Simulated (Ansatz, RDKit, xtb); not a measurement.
# C4H9AlS: which of the isomers drawn lies lowest?

A sample of isomers of C4H9AlS is drawn. Aim: find which of them has the lowest free energy at 298.15 K, then its properties. The sample is small against all isomers, and the most stable one of this formula need not be in it.

The funnel: GFN2-xTB relaxations, single points with a density functional, relaxations at PBE-D3(BJ)/def2-SVP, harmonic vibrations (at GFN2-xTB), and a last energy at a higher level. All values are calculated.

## (1) Candidates

Isomers were taken from a list of plausible structures; this is a sample, not all of them. That gives 5 candidates.

```csv
label,SMILES,spin
c077,C#[C][AlH2-][S+](C)C,singlet
c153,C#CC[S@+](C)[AlH3-],singlet
c354,C=[C](C)[AlH][S]C,singlet
c396,C[S][AlH][CH]1CC1,singlet
c695,[AlH2][S]CC1CC1,singlet
```

Candidates are built by distance geometry, with a force field where one applies, in up to four conformers (letters a to d).

Q: Predict the outcome of this search (final energies at CCSD(T)/def2-SVP + MP2/def2-TZVPP - MP2/def2-SVP).

| quantity | value |
| --- | --- |
| lowest structure found | C=[C](C)[AlH][S]C, singlet |
| next finalist | C[S][AlH][CH]1CC1, singlet, 7.5 kcal/mol higher in G |
| share at equilibrium, among the finalists | 100.0 % |

The search ends on `C=[C](C)[AlH][S]C`. The margin of 7.5 kcal/mol over the next finalist is beyond the usual error of the last level; it says nothing of structures that weren't ranked. r2SCAN-D4/def2-SVP, PBE-D3(BJ)/def2-SVP, HF/def2-SVP and MP2/def2-SVP already put its bonding pattern lowest among the structures in one piece; GFN2-xTB favours the singlet [AlH2][S]CC1CC1; HF/STO-3G favours the singlet C[S][AlH][CH]1CC1. It still has an imaginary mode, so it is no strict minimum; a nearby shape lies a little lower. 2 minima inside the window were never screened. Lowest found is not proven lowest: the search is finite, and each finalist counts with one conformer. Only 5 drawn patterns were tried, so whole families of isomers are missing, and the result ranks this sample alone. The lowest isomer need not be the one that is made and kept in a bottle, which depends on barriers.
